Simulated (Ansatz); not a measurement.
# C4H12AlN: up Jacob's ladder to CCSD(T)

An exercise on one series of results from a longer session: the logs are not shown, and one member is left open.

Computed with Ansatz 0.2.0, Gaussian basis. Level: functionals in def2-TZVPP, the program's frozen cores in correlated methods.

The runs, in order: LDA (SPW92), PBE-D4, revPBE-D4, BLYP-D4, r2SCAN-D4, B97M-V, PBE0-D4, B3LYP-D4, r2SCANh-D4, r2SCAN0-D4, HSE06-D4, BHLYP-D4, CAM-B3LYP-D4, LC-ωPBE, ωB97X-V, ωB97M-V, B2PLYP, PBE-QIDH; CCSD(T)/def2-SVP; MP2/def2-TZVPP; RPA on PBE.

1 further run of the same task is left out (it didn't finish). Runs told in other sessions of the task aren't counted.

### The geometry

The geometry comes from an earlier relaxation with PBE0-D4 in a triple-zeta def2 set; it is a stationary point, not always the lowest conformer.

SMILES `C[CH2][Al]([NH2])[CH2]C`, 18 atoms, charge 0, spin multiplicity 1.

Atoms are counted from 1 here; the program's logs count them from 0.

Bond lengths: C1–C2 1.532 Å, C1–H7 1.094 Å, C1–H8 1.095 Å, C1–H9 1.093 Å, C2–Al3 1.965 Å, C2–H10 1.098 Å, C2–H11 1.096 Å, Al3–N4 1.776 Å, Al3–C5 1.965 Å, N4–H12 1.007 Å, N4–H13 1.007 Å, C5–C6 1.529 Å, C5–H14 1.099 Å, C5–H15 1.097 Å, C6–H16 1.095 Å, C6–H17 1.094 Å, C6–H18 1.094 Å. Angles: C2–C1–H7 111.8°, C2–C1–H8 112.2°, C2–C1–H9 111.8°, H7–C1–H8 106.9°, H7–C1–H9 106.9°, H8–C1–H9 107.0°, C1–C2–Al3 114.9°, C1–C2–H10 109.1°, C1–C2–H11 109.8°, Al3–C2–H10 108.4°, Al3–C2–H11 108.9°, H10–C2–H11 105.2°, C2–Al3–N4 118.2°, C2–Al3–C5 124.2°, N4–Al3–C5 117.5°, Al3–N4–H12 125.3°, Al3–N4–H13 124.9°, H12–N4–H13 109.9° and more.

The first run:

File in.yaml:

```yaml
crystal:
  periodic: [false, false, false]
  atoms:
    - {symbol: C, position_ang: [-2.023924, -1.006343, -0.404997]}
    - {symbol: C, position_ang: [-1.494781, -0.236704, 0.809887]}
    - {symbol: Al, position_ang: [0.070600, 0.897266, 0.455041]}
    - {symbol: N, position_ang: [-0.073829, 2.643183, 0.743883]}
    - {symbol: C, position_ang: [1.801367, 0.222743, -0.187169]}
    - {symbol: C, position_ang: [1.811539, -1.201813, -0.743004]}
    - {symbol: H, position_ang: [-2.345686, -0.331943, -1.204350]}
    - {symbol: H, position_ang: [-2.884433, -1.634655, -0.153892]}
    - {symbol: H, position_ang: [-1.261592, -1.664133, -0.831416]}
    - {symbol: H, position_ang: [-1.232322, -0.950796, 1.601779]}
    - {symbol: H, position_ang: [-2.293336, 0.383212, 1.234494]}
    - {symbol: H, position_ang: [0.656152, 3.320423, 0.592217]}
    - {symbol: H, position_ang: [-0.898548, 3.102145, 1.095544]}
    - {symbol: H, position_ang: [2.505328, 0.294094, 0.653668]}
    - {symbol: H, position_ang: [2.194828, 0.922253, -0.935279]}
    - {symbol: H, position_ang: [2.817723, -1.534120, -1.017562]}
    - {symbol: H, position_ang: [1.190504, -1.290412, -1.638863]}
    - {symbol: H, position_ang: [1.422611, -1.923103, -0.018181]}
basis:
  gaussian: {orbitals: def2-TZVPP}
hamiltonian: {xc: lda}
output: {orbitals: {seedname: orbitals}}
```

On the command line:

```bash
$ ansatz run in.yaml --threads 4 --pin off --events-out ev --progress --plain --max-ram 11315MiB
```

Among the steps run: LDA; PBE-D4 (GGA); revPBE-D4 (GGA); BLYP-D4 (GGA); r2SCAN-D4 (meta-GGA); B97M-V (meta-GGA); B3LYP-D4 (hybrid); r2SCANh-D4 (hybrid); r2SCAN0-D4 (hybrid); HSE06-D4 (hybrid); BHLYP-D4 (hybrid); CAM-B3LYP-D4 (range-separated); LC-ωPBE (range-separated); ωB97X-V (range-separated); ωB97M-V (range-separated); B2PLYP (double hybrid); PBE-QIDH (double hybrid).

One of the session's tables, all rows but one given; the rest of the session is left out.

It belongs to the step «Frontier levels by functional». 

| functional | HOMO (eV) | gap (eV) |
| --- | --- | --- |
| LDA (SPW92) | ? | ? |
| PBE-D4 | -5.66 | 5.06 |
| revPBE-D4 | -5.62 | 5.14 |
| BLYP-D4 | -5.55 | 5.04 |
| r2SCAN-D4 | -5.90 | 5.65 |
| B97M-V | -5.98 | 5.51 |
| PBE0-D4 | -6.90 | 7.07 |
| B3LYP-D4 | -6.71 | 6.64 |
| r2SCANh-D4 | -6.36 | 6.37 |
| r2SCAN0-D4 | -7.06 | 7.44 |
| HSE06-D4 | -6.50 | 6.31 |
| BHLYP-D4 | -8.07 | 8.97 |
| CAM-B3LYP-D4 | -8.27 | 9.32 |
| LC-ωPBE | -9.61 | 11.82 |
| ωB97X-V | -9.26 | 11.28 |
| ωB97M-V | -9.12 | 10.79 |

Q: Estimate the row for LDA (SPW92) from the others.

The run gave: HOMO (eV): -5.76; gap (eV): 4.90. In the column «HOMO (eV)» it lies between r2SCAN-D4 (-5.90) and PBE-D4 (-5.66).
